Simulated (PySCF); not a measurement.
# C6H7BrF2: magnetic properties

What do calculations give for the magnetic properties of C6H7BrF2 (`FC(F)(Br)[C@H]1C=CCC1`)?

Computed with PySCF 2.14.0 and routines of our own; the level stands in each step. Atoms count from 0.

### Step 1. The starting structure

16 atoms, charge 0, multiplicity 1; geometry from: GFN2-xTB.

### Step 2. Magnetic properties: GIAO B97-2/pcSseg-1

Job settings and geometry (Å):

```
{"job": {"kind": "mag", "xc": "B97-2", "basis": "pcSseg-1", "isotopologues": 0}, "charge": 0, "multiplicity": 1}
F      2.602058    -0.781921    -0.923104
C      1.856850    -0.007389    -0.118983
F      2.558205     1.125621     0.059149
Br     1.761841    -0.907439     1.624088
C      0.481270     0.263252    -0.710531
C     -0.287224    -1.020465    -0.863738
C     -1.332025    -1.065833    -0.056033
C     -1.480629     0.172321     0.769388
C     -0.396738     1.120240     0.222085
H      0.669348     0.751075    -1.674426
H      0.041357    -1.786655    -1.542938
H     -2.020374    -1.886889     0.034445
H     -2.480364     0.596915     0.672238
H     -1.322153    -0.061769     1.824047
H     -0.850785     1.928687    -0.348630
H      0.191763     1.569193     1.021532
```

Level: GIAO B97-2/pcSseg-1 magnetisability, rotational g tensor and spin-rotation constants, non-relativistic, gas phase.

Run with:

```console
> OMP_NUM_THREADS=1 python excited_run.py task.json out
```

The driver reads the jobs from task.json and runs them one after another.

The program printed:

```text
coarse grid: 66320 points
cycle   1  E = -3006.7590870911  dE =  1.564e-01  |g| = 1.011e+00  |ddm| = 3.672e+00
cycle   2  E = -3006.5804383772  dE =  1.786e-01  |g| = 1.347e+00  |ddm| = 1.304e+00
cycle   3  E = -3006.8874373922  dE = -3.070e-01  |g| = 2.153e-01  |ddm| = 9.379e-01
cycle   4  E = -3006.8939799904  dE = -6.543e-03  |g| = 9.570e-02  |ddm| = 2.298e-01
cycle   5  E = -3006.8959951506  dE = -2.015e-03  |g| = 2.412e-02  |ddm| = 1.043e-01
cycle   6  E = -3006.8961198385  dE = -1.247e-04  |g| = 7.188e-03  |ddm| = 2.380e-02
cycle   7  E = -3006.8961323474  dE = -1.251e-05  |g| = 1.252e-03  |ddm| = 7.512e-03
cycle   8  E = -3006.8961326899  dE = -3.425e-07  |g| = 2.766e-04  |ddm| = 1.465e-03
final grid: 141136 points
cycle   9  E = -3006.8960853887  dE = -1.056e-07  |g| = 2.877e-04  |ddm| = 2.868e-03
cycle  10  E = -3006.8960853743  dE =  1.433e-08  |g| = 3.955e-04  |ddm| = 6.885e-04
cycle  11  E = -3006.8960854067  dE = -3.236e-08  |g| = 4.394e-05  |ddm| = 3.749e-04
cycle  12  E = -3006.8960854070  dE = -2.674e-10  |g| = 7.917e-06  |ddm| = 3.666e-05
converged SCF energy = -3006.8960854070

Magnetisability tensor (1e-30 J/T^2)
    -1508.53       39.31      -38.11
       39.31    -1519.48       83.90
      -38.11       83.90    -1635.70
isotropic -1554.57   principal values   -1694.31  -1503.63  -1465.78
isotropic susceptibility -93.619 1e-6 cm^3/mol

Inertial axes            a          b          c
rot. const./GHz      1.5822     1.0349     0.8526
chi total           -93.591    -98.352    -88.912
chi diamagnetic    -815.778  -1226.356  -1416.549
chi paramagnetic    722.187   1128.003   1327.637
quadrupole/D A       -0.070      1.123     -1.052
g nuclear            0.5228     0.5413     0.5226
g electronic        -0.5368    -0.5484    -0.5317
g total             -0.0140    -0.0072    -0.0092

Spin-rotation constants (kHz, H = +C I.J)
atom  isotope        aa         bb         cc
  0    19F        2.715      1.105      1.179
  2    19F        2.751      1.130      1.156
  3   79Br        4.432      0.456      2.187
  9     1H       -0.152      0.051     -0.101
 10     1H       -0.167     -0.101      0.069
 11     1H       -0.096     -0.039     -0.013
 12     1H        0.036     -0.115     -0.075
 13     1H       -0.127      0.006     -0.081
 14     1H       -0.084     -0.059     -0.064
 15     1H       -0.074     -0.110     -0.025
  1    13C*       0.532      0.335      0.313
  4    13C*       0.323      0.231      0.169
  5    13C*       0.355      0.263      0.401
  6    13C*       0.393      0.278      0.413
  7    13C*       0.300      0.185      0.124
  8    13C*       0.267      0.159      0.127
* in the singly substituted isotopologue
```

Wall time 41 s (1 thread of Intel Xeon 6975P-C, shared host); peak memory 1 GiB.

Key values:

```tsv
quantity	value
magnetisability	-1555·10⁻³⁰ J/T²
molar susceptibility	-93.6·10⁻⁶ cm³/mol
rotational g (a, b, c)	-0.0140, -0.0072, -0.0092
```

### Step 3. Magnetic properties: GIAO PW91/6-31G*

Settings changed since step 2:

```diff
@@ -1,2 +1,2 @@
-{"job": {"kind": "mag", "xc": "B97-2", "basis": "pcSseg-1", "isotopologues": 0}, "charge": 0, "multiplicity": 1}
+{"job": {"kind": "mag", "xc": "PW91", "basis": "6-31G*"}, "charge": 0, "multiplicity": 1}
 F      2.602058    -0.781921    -0.923104
```

Level: GIAO PW91/6-31G* magnetisability, rotational g tensor and spin-rotation constants, non-relativistic, gas phase.

The program printed:

```text
coarse grid: 66320 points
cycle   1  E = -3006.1758010628  dE =  1.209e-01  |g| = 9.126e-01  |ddm| = 3.948e+00
cycle   2  E = -3005.7644700452  dE =  4.113e-01  |g| = 1.753e+00  |ddm| = 2.103e+00
cycle   3  E = -3006.3344406896  dE = -5.700e-01  |g| = 2.087e-01  |ddm| = 1.427e+00
cycle   4  E = -3006.3426392253  dE = -8.199e-03  |g| = 1.066e-01  |ddm| = 3.315e-01
cycle   5  E = -3006.3453024120  dE = -2.663e-03  |g| = 4.025e-02  |ddm| = 1.444e-01
cycle   6  E = -3006.3456967396  dE = -3.943e-04  |g| = 1.162e-02  |ddm| = 4.711e-02
cycle   7  E = -3006.3457315310  dE = -3.479e-05  |g| = 2.691e-03  |ddm| = 1.622e-02
cycle   8  E = -3006.3457330464  dE = -1.515e-06  |g| = 5.126e-04  |ddm| = 3.867e-03
final grid: 141136 points
cycle   9  E = -3006.3456539022  dE = -2.300e-08  |g| = 8.695e-04  |ddm| = 3.427e-03
cycle  10  E = -3006.3456535011  dE =  4.011e-07  |g| = 1.658e-03  |ddm| = 2.633e-03
cycle  11  E = -3006.3456540504  dE = -5.493e-07  |g| = 1.645e-04  |ddm| = 1.700e-03
cycle  12  E = -3006.3456540568  dE = -6.326e-09  |g| = 3.817e-05  |ddm| = 1.919e-04
cycle  13  E = -3006.3456540572  dE = -3.965e-10  |g| = 8.917e-06  |ddm| = 4.771e-05
converged SCF energy = -3006.3456540572

Magnetisability tensor (1e-30 J/T^2)
    -1450.88       39.04      -41.34
       39.04    -1473.03       94.65
      -41.34       94.65    -1600.98
isotropic -1508.30   principal values   -1665.32  -1446.02  -1413.54
isotropic susceptibility -90.832 1e-6 cm^3/mol

Inertial axes            a          b          c
rot. const./GHz      1.5822     1.0349     0.8526
chi total           -90.385    -96.379    -85.730
chi diamagnetic    -813.119  -1223.871  -1414.181
chi paramagnetic    722.734   1127.492   1328.451
quadrupole/D A       -0.334      1.156     -0.822
g nuclear            0.5228     0.5413     0.5226
g electronic        -0.5372    -0.5482    -0.5321
g total             -0.0144    -0.0069    -0.0095

Spin-rotation constants (kHz, H = +C I.J)
atom  isotope        aa         bb         cc
  0    19F        2.775      1.081      1.264
  2    19F        2.798      1.104      1.254
  3   79Br        4.144      0.461      2.075
  9     1H       -0.154      0.050     -0.105
 10     1H       -0.171     -0.103      0.066
 11     1H       -0.099     -0.041     -0.019
 12     1H        0.034     -0.118     -0.079
 13     1H       -0.128      0.005     -0.083
 14     1H       -0.088     -0.063     -0.065
 15     1H       -0.077     -0.113     -0.025
  1    13C*       0.523      0.320      0.303
  4    13C*       0.311      0.218      0.160
  5    13C*       0.336      0.250      0.356
  6    13C*       0.367      0.259      0.369
  7    13C*       0.282      0.174      0.118
  8    13C*       0.251      0.150      0.120
* in the singly substituted isotopologue
```

It took 36 s on 1 thread of Intel Xeon 6975P-C, shared host; peak memory 0.7 GiB.

Key values:

```tsv
quantity	value
magnetisability	-1508·10⁻³⁰ J/T²
molar susceptibility	-90.8·10⁻⁶ cm³/mol
rotational g (a, b, c)	-0.0144, -0.0069, -0.0095
```

### Step 4. Magnetic properties side by side

```tsv
level	ξ (10⁻³⁰ J/T²)	g(a)	g(b)	gap (eV)	functions	time
GIAO B97-2/pcSseg-1	-1555	-0.0140	-0.0072	6.83	212	41 s
GIAO PW91/6-31G*	-1508	-0.0144	-0.0069	4.86	158	36 s
```

### Step 5. Summary of results

| quantity | value |
| --- | --- |
| magnetisability (step 2, GIAO B97-2/pcSseg-1) | -1555·10⁻³⁰ J/T² |
| molar susceptibility (step 2, GIAO B97-2/pcSseg-1) | -93.6·10⁻⁶ cm³/mol |
| rotational g (a, b, c) (step 2, GIAO B97-2/pcSseg-1) | -0.0140, -0.0072, -0.0092 |
| magnetisability over the levels | -1555 to -1508·10⁻³⁰ J/T² |

What this shows: Steps that list no spin-orbit terms leave them out, which matters at and beside the heavy atoms. The magnetisability spreads by 3.0 % over 2 levels of like cost. Two levels can agree by chance, so this spread shows no convergence. Vibrational averaging and real surroundings are missing from these values.
